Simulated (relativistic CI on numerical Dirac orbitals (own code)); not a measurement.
**Re⁴⁺: L2,3 absorption multiplets**

Aim: the L2,3 absorption spectrum of Re⁴⁺ in 5 surroundings, from the same atomic integrals.

The numbers are computed with relativistic CI on numerical Dirac orbitals (own code) version 1 (Dirac-Coulomb-Breit CI, KLI orbitals optimised for each configuration, model QED (radiative potential, 1s self-energy scaled to tabulated hydrogen-like ionisation energies), multiplet model of core-to-valence dipole absorption), except any that are marked as measured or tabulated.

**1. Starting point**

| Item | Value |
| --- | --- |
| ion | Re⁴⁺ (Re V) |
| nuclear charge | 75 |
| electrons | 71 |
| configurations | [Xe] 4f14 5d3 → [He] 2s2 2p5 3s2 3p6 3d10 4s2 4p6 4d10 4f14 5s2 5p6 5d4 |
| magnetising field for the dichroism, Lz and Sz | exchange field 10 meV on Sz; these come from the lowest magnetised state alone (0 K) |
| temperature of the isotropic spectrum | 10 K |
| widths | Lorentz 5 eV, Gauss 1 eV |
| surrounding 1 | free ion |
| surrounding 2 | D3d, 10Dq = 27150, Dsigma = 1080, Dtau = 420 cm⁻¹ |
| surrounding 3 | D3d, 10Dq = 44700, Dsigma = 720, Dtau = 130 cm⁻¹ |
| surrounding 4 | Td, 10Dq = -14450 cm⁻¹ |
| surrounding 5 | Td, 10Dq = -13800 cm⁻¹ |

**2. Surrounding 1: free ion**

The run's settings:

```ini
atom Re  Z=75  charge=4  electrons=71
nucleus A=187  rms_radius_fm=5.3698
hamiltonian dirac-coulomb  breit=on  qed=on  c_scale=1
orbitals kli  potential=per-configuration
slater_scale 1
correlation none
mixing on
configurations
  [Xe] 4f14 5d3
  [He] 2s2 2p5 3s2 3p6 3d10 4s2 4p6 4d10 4f14 5s2 5p6 5d4
end
absorption L2,3 T=10 lorentz=5 gauss=1
crystal_field free
```

**3. Surrounding 2: D3d, 10Dq = 27150, Dsigma = 1080, Dtau = 420**

Changes to the settings of step 2:

```diff
@@ -12,2 +12,2 @@
 absorption L2,3 T=10 lorentz=5 gauss=1
-crystal_field free
+crystal_field D3d 10Dq=27150 Dsigma=1080 Dtau=420
```

**4. Surrounding 3: D3d, 10Dq = 44700, Dsigma = 720, Dtau = 130**

Changes to the settings of step 3:

```diff
@@ -12,2 +12,2 @@
 absorption L2,3 T=10 lorentz=5 gauss=1
-crystal_field D3d 10Dq=27150 Dsigma=1080 Dtau=420
+crystal_field D3d 10Dq=44700 Dsigma=720 Dtau=130
```

**5. Surrounding 4: Td, 10Dq = -14450**

Changes to the settings of step 4:

```diff
@@ -12,2 +12,2 @@
 absorption L2,3 T=10 lorentz=5 gauss=1
-crystal_field D3d 10Dq=44700 Dsigma=720 Dtau=130
+crystal_field Td 10Dq=-14450
```

**6. Surrounding 5: Td, 10Dq = -13800**

Changes to the settings of step 5:

```diff
@@ -12,2 +12,2 @@
 absorption L2,3 T=10 lorentz=5 gauss=1
-crystal_field Td 10Dq=-14450
+crystal_field Td 10Dq=-13800
```

(Steps that only read results are left out.)

**Question.** What will these runs give? Wanted: highest peak, first run; ground spin; share of the lower edge; core spin-orbit splitting.

The runs gave:

| surrounding | ground S | Lz (0 K) | Sz (0 K) | centroid (eV) | share of the lower edge | up to four highest peaks (% of the highest), eV |
| --- | --- | --- | --- | --- | --- | --- |
| 1: free | 1.43 | 2.36 | -0.86 | 10756.86 | 0.846 | 10538.0 (100), 11961.5 (15) |
| 2: D3d | 1.47 | 0.57 | -1.44 | 10888.06 | 0.755 | 10538.5 (100), 11962.0 (32) |
| 3: D3d | 1.48 | 0.34 | -1.47 | 10907.01 | 0.742 | 10539.5 (100), 11961.5 (34) |
| 4: Td | 1.29 | 1.40 | -0.94 | 10789.97 | 0.823 | 10538.0 (100), 11961.0 (19) |
| 5: Td | 1.31 | 1.45 | -0.96 | 10789.29 | 0.824 | 10538.0 (100), 11961.0 (19) |

| quantity | value |
| --- | --- |
| highest peak, first run | 10538.0 eV |
| ground spin (effective S from ⟨S²⟩) | 1.29 to 1.48 |
| share of the lower edge | 0.742 to 0.846 |
| core spin-orbit splitting (without Breit) | 1454.30 eV |

In words: The lower edge takes 0.85 of the intensity in surrounding 1, above the statistical 0.67. The position of the maximum differs by up to 1.5 eV between the surroundings, by shifts of peaks or by peaks exchanging rank. Edge positions are free-ion values and differ from those in solids by a few eV or more.
